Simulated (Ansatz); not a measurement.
# Ge6MoW2: a closer look at a trial structure, part 1 of 3

Aim: for this structure of Ge6MoW2, compute bands, density of states and charges and repeat the electronic structure at other levels of theory.

Computed with Ansatz 0.2.0 (DFT PBE, scalar-relativistic, plane waves, PAW, unless a step names another level, unless a step's input says otherwise).

2 further runs of the same task are left out: 1 that didn't finish, 1 set aside as unsound or not needed.

### Step 1. Starting point

Symmetry: Fmmm, No. 69, orthorhombic system. The conventional cell has a = 4.724 Å, b = 8.288 Å, c = 14.176 Å, α = 90.00°, β = 90.00°, γ = 90.00°. Around Ge (site symmetry m) lie 5 Ge at 2.69 to 2.78 Å and 1 Mo at 2.72 Å and 4 W at 2.72 to 2.80 Å. Around Ge (site symmetry m2m) lie 5 Ge at 2.69 to 2.77 Å and 2 W at 2.71 Å and 3 Mo at 2.72 to 2.80 Å. Around Mo (site symmetry mmm) lie 10 Ge at 2.72 to 2.80 Å. W (site symmetry mm2) has 10 Ge at 2.71 to 2.80 Å as nearest neighbours.

Structure file:

```cif
data_structure
_symmetry_space_group_name_H-M 'Fmmm'
_symmetry_Int_Tables_number 69
_cell_length_a 4.7243
_cell_length_b 8.2884
_cell_length_c 14.1757
_cell_angle_alpha 90.000
_cell_angle_beta 90.000
_cell_angle_gamma 90.000
_cell_volume 555.08
loop_
_atom_site_label
_atom_site_type_symbol
_atom_site_symmetry_multiplicity
_atom_site_Wyckoff_symbol
_atom_site_fract_x
_atom_site_fract_y
_atom_site_fract_z
_atom_site_occupancy
Ge1 Ge 16 m 0.50000 0.83774 0.66648 1
Ge2 Ge 8 h 0.50000 0.83779 0.00000 1
Mo1 Mo 4 a 0.00000 0.00000 0.00000 1
W1 W 8 i 0.00000 0.00000 0.66635 1
```

It is the end of an earlier relaxation with the same method, from a generated guess; it needn't be the stable form of this composition. At a tolerance of 0.05 Å it has space group Fmmm (No. 69); it has 15.42 Å³/atom, an uncorrected energy of +0.00 eV/atom over the elements.

### Step 2. Bands, states and charges

File input.yaml:

```yaml
crystal:
  lattice:
    - [0.0, 4.1441794215, 7.0878518161]
    - [2.3621601868, 0.0, 7.0878518161]
    - [2.3621601868, 4.1441794215, 0.0]
  atoms:
    - { symbol: Ge, position: [0.0042176079, 0.3287384485, 0.6712615515] }
    - { symbol: Ge, position: [0.3377906053, 0.6622093947, 0.3377906053] }
    - { symbol: Ge, position: [0.6712615515, 0.9957823921, 0.0042176079] }
    - { symbol: Ge, position: [0.3287384485, 0.0042176079, 0.9957823921] }
    - { symbol: Ge, position: [0.6622093947, 0.3377906053, 0.6622093947] }
    - { symbol: Ge, position: [0.9957823921, 0.6712615515, 0.3287384485] }
    - { symbol: Mo, position: [0.0, 0.0, 0.0] }
    - { symbol: W, position: [0.6663518213, 0.6663518213, 0.3336481787] }
    - { symbol: W, position: [0.3336481787, 0.3336481787, 0.6663518213] }
basis:
  ecutwfc: 420
kpoints:
  mp_grid: { grid: [10, 10, 10] }
  band_path:
    path:
      - [[0.0, 0.0, 0.0], [0.5, 0.0, 0.5], [1.0, 0.5, 0.5], [0.5, 0.5, 0.0], [0.0, 0.0, 0.0], [0.0, 0.35899051, 0.35899051]]
      - [[1.0, 0.64100949, 0.64100949], [1.0, 0.5, 0.5]]
      - [[0.5, 0.0, 0.5], [0.5, 0.19654355, 0.69654355]]
      - [[0.5, 0.80345645, 0.30345645], [0.5, 0.5, 0.0]]
    npoints: 14
hamiltonian:
  xc: pbe
scf:
  occupations: { method: gaussian, width: 0.1 }
  n_extra_bands: 22
output:
  forces: true
  stress: true
  eigenvalues: true
  populations: true
  dos: { projected: true, de: 0.02, nscf_kmesh: { grid: [12, 12, 12] } }
  bader: true
  write_density: true
  write_potential: true
  elf: true
  volumetric_format: npy
```

The run is started by

```sh
ansatz run input.yaml --threads 1 --pin off --max-ram 2560MiB --backend cpu --events-out ev --progress --plain --runs-dir out
```

Standard output:

```text
Warning: RAYON_NUM_THREADS=1 ignored (pool sized by the plan → 1); use --threads N
scf.n_extra_bands = 22 over 63 filled bands (N_el = 126.0): the run solves 85 bands
Engine: ansatz 0.2.0, x86_64-unknown-linux-gnu
Pseudopotentials: kind: paw
Pseudopotential: Ge, paw, valence charge 14, recommended cutoff 420 eV (normal), Ge.paw.azcp
Pseudopotential: Mo, paw, valence charge 14, recommended cutoff 420 eV (normal), Mo.paw.azcp
Pseudopotential: W, paw, valence charge 14, recommended cutoff 420 eV (normal), W.paw.azcp
Functional definition: PBE
  parameter kappa = 0.804
  parameter beta = 0.06672455060314922
  exchange = pbe_x(kappa = kappa, mu = beta*pi^2/3)
  correlation = pbe_c(beta = beta)
Crystal: 9 atoms, lattice volume = 138.769 Å³
Basis set: ecut = 420 eV, 2685 PW (Γ), exchange–correlation on 120×100×64 points (8 copies of the dense FFT grid, shifted against one another)
Bands: 85, of which v1, the nominal top of the filled ones, is band 63 counted from 1 (62 counted from 0)
Symmetry: 8 space group operations
Space group: Fmmm (ITA 69), of the structure as read, at distance tolerance 5.2e-5 Å
k-points: 171 of 1000
Non-local potential: Ge, projectors of the file, l = 0: 2, l = 1: 2, l = 2: 3, l = 3: 1
Non-local potential: Mo, projectors of the file, l = 0: 3, l = 1: 2, l = 2: 2, l = 3: 1
Non-local potential: W, projectors of the file, l = 0: 3, l = 1: 2, l = 2: 2, l = 3: 1
PAW form: soft (Blöchl's): semilocal exchange-correlation on the pseudo side does not see the compensation charge
PAW one-centre angular grid: Ge, 590 points (default); XC on 64 Gauss nodes
PAW one-centre angular grid: Mo, 590 points (default); XC on 64 Gauss nodes
PAW one-centre angular grid: W, 590 points (default); XC on 64 Gauss nodes
Initial density: superposition of atomic densities (neutral atoms: chi_scale 0, normalization atom), corrected by the library's trained network
Initial wavefunctions: pseudopotential atomic-orbital guess
Functional: x = pbe(κ = 0.804, μ = 0.2195149727645171), c = pbe(β = 0.06672455060314922)
SCF iter   1: F=—  HF=-51495.561537 eV  |F-HF|=—  |Δ(HF+E_count)|=         —  Δρ=3.41e-3  dr2=2.02e-2  ethr=1.77e-3  ⟨swp⟩=5.1  Hψ=58457  notcnv=0  defer=323
preconditioner: auto → Kerker (q_TF=auto, 2.685 Å⁻¹)  [metal: Δε(μ)=0.006 eV  Ē_g=21.065 eV  σ=0.100 eV  W_gap=0.03  n_scr=42 (ndim 8)  ℏωp=31.8 eV  f_vac=0.000  D(μ)=2.57/eV (n_scr^D=18)]
SCF iter   2: F=—  HF=-51495.561711 eV  |F-HF|=—  |Δ(HF+E_count)|=   1.74e-4  Δρ=1.96e-3  dr2=7.99e-3  ethr=1.60e-5  ⟨swp⟩=1.0  Hψ=16758  notcnv=0  defer=441
SCF iter   3: F=—  HF=-51495.561583 eV  |F-HF|=—  |Δ(HF+E_count)|=   1.29e-4  Δρ=3.30e-4  dr2=4.03e-4  ethr=6.34e-6  ⟨swp⟩=2.0  Hψ=14001  notcnv=0  defer=441
SCF iter   4: F=—  HF=-51495.561486 eV  |F-HF|=—  |Δ(HF+E_count)|=   9.69e-5  Δρ=1.36e-4  dr2=6.67e-5  ethr=3.20e-7  ⟨swp⟩=2.0  Hψ=20553  notcnv=0  defer=441
SCF iter   5: F=—  HF=-51495.561541 eV  |F-HF|=—  |Δ(HF+E_count)|=   5.51e-5  Δρ=5.76e-5  dr2=6.08e-6  ethr=5.30e-8  ⟨swp⟩=2.0  Hψ=20660  notcnv=0  defer=441
SCF iter   6: F=—  HF=-51495.561541 eV  |F-HF|=—  |Δ(HF+E_count)|=   2.75e-8  Δρ=1.15e-5  dr2=5.67e-7  ethr=4.83e-9  ⟨swp⟩=2.0  Hψ=14789  notcnv=0  defer=441
SCF iter   7: F=-51495.561541 eV  HF=-51495.561541 eV  |F-HF|=2.18e-8  |Δ(HF+E_count)|=   7.05e-8  Δρ=3.25e-6  dr2=3.03e-8  ethr=7.94e-11  ⟨swp⟩=12.5  Hψ=94232  notcnv=0
SCF 1 converged in 7 iterations: F = -51495.561541 eV  dr2 = 3.03e-8
NSCF: frozen V_eff on 116 k-points
NSCF: frozen V_eff on 280 k-points
SCF converged after 7 iterations
Free energy (F): -51495.561541 eV
Harris-Foulkes:  -51495.561541 eV  (|F-HF|=2.18e-8)
Internal energy: -51495.548372 eV  (E = F + TS)
E sigma→0 (E₀):  -51495.554957 eV
Entropy (-TS):   -0.013168 eV (-1.463 meV/atom)
Fermi energy:    17.057395 eV
--- Per-component energies (eV) ---
  E_band       = -621.136167
  E_kinetic    = 2020.019487
  E_local      = -13752.154619  (includes V_loc(G=0)·N_el)
  E_nonlocal   = 2659.682362
  E_hartree    = 5914.742017
  E_xc         = -1176.147526
  E_vxc        = -1102.121763  (∫ρ·V_xc dr)
  E_paw        = -32448.803518  (= ΣΔE_a)
  E_vpaw       = -2276.041704  (= ΣTr[D̂ρ^β])
  E_aug_tail   = 0.001836  (compensation charges beyond the density's cutoff)
  E_ewald      = -14712.888411
  E_smearing   = -0.013168  (= −TS)
  E_closure    = 0.000000  (closes the sum)
  Σ components = -51495.561541   (vs F -51495.561541, Δ=0.00e0)
--- Forces (eV/Å), atoms counted from 1 ---
  atom   1  Ge     0.00000000     0.00006140    -0.00088200
  atom   2  Ge     0.00000000    -0.00034293     0.00000000
  atom   3  Ge     0.00000000     0.00006140     0.00088200
  atom   4  Ge    -0.00000000    -0.00006140    -0.00088200
  atom   5  Ge    -0.00000000     0.00034293    -0.00000000
  atom   6  Ge    -0.00000000    -0.00006140     0.00088200
  atom   7  Mo     0.00000000     0.00000000     0.00000000
  atom   8  W      0.00000000    -0.00000000     0.00183977
  atom   9  W     -0.00000000     0.00000000    -0.00183977
  max |Σ_I F_I| component: 8.67e-19 eV/Å
--- Stress (GPa, compression-positive) ---
       -0.008965      -0.000000      -0.000000
       -0.000000       0.000168       0.000000
       -0.000000       0.000000      -0.005081
  P = ⅓ Tr σ = -0.0046 GPa (-0.046 kbar)
--- Band table (eV; the first three rows and the last of 171) ---
  k-point 0: bands = ["-56.9213", "-56.9173", "-43.8608", "-21.2554", "-21.2530", "-21.1980", "-21.1933", "-21.1653", "-21.1530", "-18.0270", "-18.0151", "-17.9448", "-7.7242", "-7.7232", "-7.6832", "-7.6806", "-7.6682", "-7.6670", "-7.6645", "-7.6592", "-7.6514", "-7.6513", "-7.6476", "-7.6386", "-7.6376", "-7.6262", "-7.6211", "-7.6122", "-7.6114", "-7.6091", "-7.6067", "-7.5989", "-7.5977", "-7.5974", "-7.5953", "-7.5847", "-7.5773", "-7.5756", "-7.5719", "-7.5570", "-7.5359", "-7.5347", "3.3610", "6.1183", "6.2342", "10.7290", "10.7461", "10.9832", "11.2850", "11.4488", "11.6259", "11.7288", "12.1406", "14.3734", "14.4308", "14.4381", "14.7036", "14.7040", "14.8162", "14.8680", "15.0731", "15.2141", "17.6114", "19.5015", "19.6949", "19.8127", "19.8151", "19.9255", "20.0494", "20.2051", "20.4039", "20.4253", "20.4497", "20.4663", "20.5274", "20.5691", "20.9467", "21.2871", "21.3225", "22.0476", "22.1248", "22.1830", "24.3570", "24.4539", "24.5869"]
  k-point 1: bands = ["-56.9212", "-56.9174", "-43.8608", "-21.2565", "-21.2540", "-21.1972", "-21.1926", "-21.1651", "-21.1534", "-18.0269", "-18.0154", "-17.9449", "-7.7225", "-7.7217", "-7.6838", "-7.6792", "-7.6714", "-7.6706", "-7.6700", "-7.6646", "-7.6549", "-7.6492", "-7.6453", "-7.6409", "-7.6390", "-7.6318", "-7.6254", "-7.6078", "-7.6069", "-7.6055", "-7.6037", "-7.6017", "-7.5965", "-7.5946", "-7.5915", "-7.5819", "-7.5770", "-7.5731", "-7.5730", "-7.5565", "-7.5370", "-7.5355", "3.4667", "6.0356", "6.4818", "9.9200", "10.0499", "10.7290", "11.3193", "11.5706", "12.3301", "12.3723", "12.5287", "14.3226", "14.3608", "14.4086", "14.6122", "14.6882", "14.8826", "14.9187", "15.0463", "15.1554", "17.2954", "18.9425", "19.0897", "19.2363", "19.4900", "19.7538", "19.8785", "19.9992", "20.2532", "20.4889", "20.6342", "20.6820", "21.0018", "21.1984", "21.4321", "21.7640", "21.8421", "21.9196", "22.4732", "23.0244", "24.3275", "24.4219", "25.2110"]
  k-point 2: bands = ["-56.9209", "-56.9177", "-43.8607", "-21.2590", "-21.2565", "-21.1954", "-21.1910", "-21.1645", "-21.1545", "-18.0267", "-18.0164", "-17.9452", "-7.7179", "-7.7174", "-7.6873", "-7.6817", "-7.6788", "-7.6775", "-7.6752", "-7.6743", "-7.6629", "-7.6527", "-7.6485", "-7.6462", "-7.6419", "-7.6326", "-7.6289", "-7.6070", "-7.6041", "-7.5996", "-7.5971", "-7.5950", "-7.5931", "-7.5921", "-7.5837", "-7.5759", "-7.5754", "-7.5731", "-7.5677", "-7.5545", "-7.5399", "-7.5377", "3.7795", "6.0782", "6.9077", "8.8717", "9.1887", "10.2544", "11.3269", "11.7642", "12.6465", "13.1241", "13.2790", "14.1212", "14.3629", "14.4154", "14.5999", "14.6488", "15.0028", "15.0564", "15.1413", "15.2468", "16.5846", "18.1920", "18.2230", "18.7137", "19.1135", "19.3266", "19.4989", "19.9162", "20.5210", "20.6161", "20.7558", "20.9032", "21.2772", "21.5421", "22.0178", "22.2654", "22.9793", "23.2156", "23.4101", "24.2639", "24.3730", "24.5130", "26.4406"]
  k-point 170: bands = ["-56.9213", "-56.9173", "-43.8608", "-21.2559", "-21.2520", "-21.1975", "-21.1943", "-21.1649", "-21.1534", "-18.0271", "-18.0151", "-17.9448", "-7.7055", "-7.7014", "-7.6985", "-7.6852", "-7.6702", "-7.6656", "-7.6655", "-7.6624", "-7.6561", "-7.6518", "-7.6473", "-7.6387", "-7.6369", "-7.6354", "-7.6314", "-7.6133", "-7.6131", "-7.6082", "-7.6029", "-7.6026", "-7.5969", "-7.5928", "-7.5894", "-7.5797", "-7.5791", "-7.5739", "-7.5619", "-7.5551", "-7.5471", "-7.5420", "4.0542", "4.2634", "7.4566", "10.6741", "11.0133", "11.2871", "11.3088", "11.5586", "11.6833", "11.7314", "12.8666", "13.3565", "13.4547", "14.2981", "14.5220", "14.5407", "15.2590", "15.3553", "15.6886", "15.7131", "15.8251", "18.2652", "18.5532", "19.2358", "19.2564", "19.7972", "20.0571", "20.2618", "20.3951", "20.4748", "20.4804", "20.6814", "20.7467", "21.0550", "21.3026", "21.4213", "22.5812", "23.7472", "23.9850", "24.1800", "25.3560", "25.4177", "25.6448"]
--- Löwdin populations: 9 sites ---
  site symbol       q [e]
     0     Ge     14.0368
     1     Ge     14.0101
     2     Ge     14.0368
     3     Ge     14.0368
     4     Ge     14.0101
     5     Ge     14.0368
     6     Mo     13.9515
     7      W     13.7471
     8      W     13.7471
  spilling = 0.003071 (of n_electrons = 126.000000)
--- Bader charges: 9 sites ---
  site symbol  charge [e]  shift [e]
     0     Ge     -0.1558     0.0001
     1     Ge     -0.1593     0.0001
     2     Ge     -0.1558     0.0001
     3     Ge     -0.1558     0.0001
     4     Ge     -0.1593     0.0001
     5     Ge     -0.1558     0.0001
     6     Mo      0.3409     0.0001
     7      W      0.3005     0.0002
     8      W      0.3005     0.0002
  estimated error of the sums over rays = 9.5e-4 e
```

Run time: 7.5 min. Hardware: 1 thread of Intel Xeon at 2.70GHz, shared host; peak memory 2.2 GiB.

Per atom:

```csv
atom,Löwdin electrons,Bader charge (e),Bader volume (Å³)
Ge1,14.04,-0.16,15.0
Ge2,14.01,-0.16,15.1
Ge3,14.04,-0.16,15.0
Ge4,14.04,-0.16,15.0
Ge5,14.01,-0.16,15.1
Ge6,14.04,-0.16,15.0
Mo7,13.95,+0.34,15.4
W8,13.75,+0.30,16.5
W9,13.75,+0.30,16.5
```

The Löwdin counts miss 0.39 of the 126 electrons, which the atomic orbitals do not span, so they are no charges.

From bands.tsv, the levels nearest the Fermi level at the path's corners, in eV from the Fermi level:

```
point  band 60  band 61  band 62  band 63  band 64  band 65  band 66  band 67
    Γ    -2.19    -1.98    -1.84     0.55     2.44     2.64     2.75     2.76
    Y    -1.68    -0.53    -0.53    -0.46    -0.46     0.59     0.87     0.97
    T    -1.13    -1.09    -0.62    -0.51    -0.09     0.07     0.99     1.26
    Z    -1.70    -1.37    -1.34    -1.23     1.21     1.50     2.18     2.20
    Γ    -2.19    -1.98    -1.84     0.55     2.44     2.64     2.75     2.76
   Σ0    -1.80    -1.79    -0.06    -0.03     0.72     0.73     2.59     2.80
   U0    -1.80    -1.79    -0.06    -0.03     0.72     0.73     2.59     2.80
    T    -1.13    -1.09    -0.62    -0.51    -0.09     0.07     0.99     1.26
    Y    -1.68    -0.53    -0.53    -0.46    -0.46     0.59     0.87     0.97
   C0    -1.31    -1.19    -1.10    -0.56     0.14     1.19     1.83     1.93
   A0    -1.31    -1.19    -1.10    -0.56     0.14     1.19     1.83     1.93
    Z    -1.70    -1.37    -1.34    -1.23     1.21     1.50     2.18     2.20
```

States per cell in windows of 1 eV, from dos.tsv and pdos.tsv (zero at the Fermi level):

```csv
from,to,total,Ge 4s,Ge 4p,Mo 4d,W 5d
-8,-7,1.54,0.78,0.40,0.11,0.22
-7,-6,1.29,0.37,0.58,0.08,0.16
-6,-5,3.57,0.23,2.32,0.24,0.55
-5,-4,2.98,0.37,1.63,0.27,0.55
-4,-3,4.09,0.42,1.80,0.52,1.09
-3,-2,9.26,0.41,3.41,1.79,3.36
-2,-1,6.54,0.20,2.37,1.38,2.42
-1,0,2.91,0.08,0.48,0.82,1.48
0,1,2.66,0.42,0.65,0.61,0.90
1,2,6.28,0.94,1.34,1.44,2.36
2,3,4.75,0.57,1.34,0.79,1.75
3,4,6.58,0.77,2.45,0.58,1.56
4,5,4.57,0.34,2.22,0.30,0.82
5,6,4.67,0.21,2.38,0.25,0.62
```

A further 94 or so states lie below the table's range.

Axes a, b and c in the maps are those of this run's conventional cell (a, b, c = 4.724, 8.288, 14.176 Å).

Density in a lattice plane of the grid's cell (edges 8.29 and 14.18 Å, at 0.000 of the third edge), which holds Ge and Mo and W.

Values in e/Å³, 12 rows by 8 columns:
```
 0.37  0.34  0.27  0.36  0.39  0.35  0.27  0.34
 0.28 20.57  1.23  0.60  3.57  0.60  1.23 20.61
 0.38  0.34  0.27  0.34  0.38  0.35  0.27  0.35
 3.57  0.60  1.23 20.57  0.28 20.61  1.23  0.60
 0.39  0.36  0.27  0.34  0.37  0.34  0.27  0.35
 0.28 20.43  1.23  0.58  6.29  0.58  1.23 20.43
 0.39  0.35  0.27  0.34  0.37  0.34  0.27  0.36
 3.57  0.60  1.23 20.61  0.28 20.57  1.23  0.60
 0.38  0.35  0.27  0.35  0.38  0.34  0.27  0.34
 0.28 20.61  1.23  0.60  3.57  0.60  1.23 20.57
 0.37  0.34  0.27  0.35  0.39  0.36  0.27  0.34
 6.29  0.58  1.23 20.43  0.28 20.43  1.23  0.58
```
Columns run along the first of these edges and rows up along the second, over one cell in 8 and 12 even steps from the bottom left corner. Atoms in the plane (fractional): Ge at (0.34, 0.67), Ge at (0.84, 0.17), Ge at (0.34, 0.00), Ge at (0.84, 0.50), Ge at (0.34, 0.33), Ge at (0.84, 0.83), Ge at (0.16, 0.17), Ge at (0.66, 0.67), Ge at (0.16, 0.50), Ge at (0.66, 0.00), Ge at (0.16, 0.83), Ge at (0.66, 0.33), Mo at (0.00, 0.00), Mo at (0.50, 0.50), W at (0.00, 0.67), W at (0.50, 0.17), W at (0.00, 0.33), W at (0.50, 0.83).

ELF in the same plane.

Ten even steps from ' ' (0.01) to '@' (0.71):
```
@@**==**====**==**====**==**
--**++++****======****++++**
====  ..##--@@--@@--##..  ==
==++..--##--%%%%%%--##--..++
::++##++++##++::++##++++##++
%%%%--##--..++==++..--##--%%
--@@--##..  ======  ..##--@@
====****++++**--**++++****==
==**====**==**@@**==**====**
====    ##::@@--@@::##    ==
==**====**==**@@**==**====**
====****++++**--**++++****==
--@@--##..  ======  ..##--@@
%%%%--##--..++==++..--##--%%
::++##++++##++::++##++++##++
==++..--##--%%%%%%--##--..++
====  ..##--@@--@@--##..  ==
--**++++****======****++++**
@@**==**====**==**====**==**
--@@::##    ======    ##::@@
```
Columns run along the first of these edges and rows up along the second, over one cell in 14 and 20 even steps from the bottom left corner. Atoms in the plane (fractional): Ge at (0.34, 0.67), Ge at (0.84, 0.17), Ge at (0.34, 0.00), Ge at (0.84, 0.50), Ge at (0.34, 0.33), Ge at (0.84, 0.83), Ge at (0.16, 0.17), Ge at (0.66, 0.67), Ge at (0.16, 0.50), Ge at (0.66, 0.00), Ge at (0.16, 0.83), Ge at (0.66, 0.33), Mo at (0.00, 0.00), Mo at (0.50, 0.50), W at (0.00, 0.67), W at (0.50, 0.17), W at (0.00, 0.33), W at (0.50, 0.83).

Both are smooth fields of the valence electrons: close to the nuclei they are not physical.

Outside the cores ELF peaks at 0.56 on the Ge–W line, 1.2 Å from Ge; 0.54 on the Ge–Mo line, 1.2 Å from Ge; 0.51 beside Ge, off the lines to its neighbours, 1.2 Å from Ge.

(Continued in part 2 of 3.)
